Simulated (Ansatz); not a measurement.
# LuAlAs2: the cost of one run

Program: Ansatz 0.2.0. Level of theory: reference: DFT, HSE06, plane waves, PAW. These are calculated values, not measurements.

### 1 The structure to begin with

It takes space group R-3m (No. 166, trigonal). Conventional cell: a = 3.876 Å, b = 3.876 Å, c = 18.922 Å, α = 90.00°, β = 90.00°, γ = 120.00°. Al (site symmetry -3m) is surrounded by 6 As at 2.65 Å. Lu (site symmetry -3m) is surrounded by 6 As at 2.83 Å. As (site symmetry 3m) has 3 Al at 2.65 Å and 3 Lu at 2.83 Å as nearest neighbours.

Structure file:

```
CELL_PARAMETERS angstrom
1.93820 1.11902 6.30727
-1.93820 1.11902 6.30727
0.00000 -2.23804 6.30727
ATOMIC_POSITIONS crystal
Al 0.00000 0.00000 0.00000
Lu 0.50000 0.50000 0.50000
As 0.25846 0.25846 0.25846
As 0.74154 0.74154 0.74154
```

### 2 The reference run

File input.yaml:

```yaml
crystal:
  lattice:
    - [1.9381967294, 1.1190184034, 6.3072704788]
    - [-1.9381967294, 1.1190184034, 6.3072704788]
    - [0.0, -2.2380368069, 6.3072704788]
  atoms:
    - { symbol: Al, position: [1.0, 0.0, 0.0] }
    - { symbol: Lu, position: [0.5, 0.5, 0.5] }
    - { symbol: As, position: [0.2584637406, 0.2584637406, 0.2584637406] }
    - { symbol: As, position: [0.7415362594, 0.7415362594, 0.7415362594] }
kpoints:
  mp_grid: { grid: [4, 4, 4] }
hamiltonian:
  xc: hse06
scf:
  occupations: { method: fermi_dirac, width: 0.02 }
  n_extra_bands: 5
output:
  forces: true
  stress: true
  eigenvalues: true
  write_density: true
  write_potential: true
  elf: true
  volumetric_format: npy
```

On the command line:

```
$ ansatz run input.yaml --threads 4 --pin off --max-ram 3686MiB --backend cpu --events-out ev --progress --plain --runs-dir out
```

**Question.** How long does this run take on 4 threads of Arm Neoverse N1, shared host, and how much memory does it need?

About 53 s, with a peak of 1.7 GiB.
